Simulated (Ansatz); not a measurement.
This script makes an equation of state with a fit of CaMg₂, space group P-62m with the Python package of Ansatz (0.2.0).

`eos.py`:
```python
import logging
import sys

import ansatz as az
import numpy as np
from pymatgen.analysis.eos import EOS

logging.basicConfig(stream=sys.stdout, format="%(name)s: %(message)s")
logger = logging.getLogger("run")
logger.setLevel(logging.INFO)

VECTORS = np.array([
    [6.004554, 0.0, 0.0],
    [-3.002277, 5.200096, 0.0],
    [0.0, 0.0, 5.534802],
])
SITES = [
    ("Ca", [1 / 3, 2 / 3, 0.5]),
    ("Ca", [2 / 3, 1 / 3, 0.5]),
    ("Mg", [0.691541, 0.0, 0.0]),
    ("Mg", [0.0, 0.691541, 0.0]),
    ("Mg", [0.308459, 0.308459, 0.0]),
    ("Mg", [0.0, 0.0, 0.5]),
]


def crystal_on(cell):
    crystal = az.Crystal(lattice=az.Lattice.of(cell))
    for symbol, position in SITES:
        crystal = crystal.atom(symbol, position)
    return crystal

volumes, energies, pressures = [], [], []
for scale in np.linspace(0.88, 1.12, 7):
    cell = VECTORS * scale ** (1 / 3)
    calc = crystal_on(cell).calculation()
    calc = calc.pseudopotentials("paw").functional(az.Functional.PBESOL)
    calc = calc.occupations("Fermi-Dirac", width=0.15).basis(550)
    calc = calc.kpoints(5, 5, 4)
    calc = calc.stress()
    rep = calc.run(threads=1, pin="off").report
    volumes.append(abs(np.linalg.det(cell)) / len(SITES))
    energies.append(rep["free_energy_ev"] / len(SITES))
    pressures.append(np.trace(rep["stress_gpa"]) / 3)
    logger.info(f"V = {volumes[-1]:8.4f} A^3/atom  F = {energies[-1]:.5f} eV/atom  P = {pressures[-1]:8.3f} GPa")

for form in ["vinet", "murnaghan", "birch_murnaghan"]:
    fit = EOS(eos_name=form).fit(volumes, energies)
    logger.info(f"{form:18s} V0 {fit.v0:8.4f} A^3/atom  B0 {fit.b0_GPa:7.1f} GPa  B1 {fit.b1:5.2f}")
```

Its results, one of them left out:

| V (Å³/atom) | F less the lowest row shown (meV/atom) |
| --- | --- |
| 25.347 | ? |
| 26.499 | 6.72 |
| 27.651 | 0.00 |
| 28.803 | 1.83 |
| 29.955 | 10.69 |
| 31.108 | 25.32 |
| 32.260 | 44.66 |

What is the missing energy at 25.347 Å³ an atom?

A third-order Birch-Murnaghan fit, E = E0 + (9 V0 B0 / 16) [(t - 1)³ B' + (t - 1)² (6 - 4t)] with t = (V0/V)^(2/3), through the 6 rows shown gives V0 = 27.950 Å³, B0 = 27.3 GPa, B' = 3.82 and E0 = -0.28 meV. At V = 25.347 Å³, t = 1.06734, and the fit extrapolates to 23.90 meV. The run gave 23.84 meV, a miss of 0.06 meV.

Notes:
- Shape and fractional positions are held along the curve, so the bulk modulus is an upper value where they are free to relax, by a factor of two or more in layered or hydrogen-bonded cells.
- For a metal this k-point mesh is coarse: on a finer one energies can move by several to tens of meV an atom and pressures by half a GPa or more, differences at one mesh by less.
- Pressure is positive in compression.
- The structure comes from a database of computed cells and needn't be a stable or known phase.
- Timing: 57 s on 1 thread of Arm Neoverse V2 (shared host), peak memory 0.58 GiB.
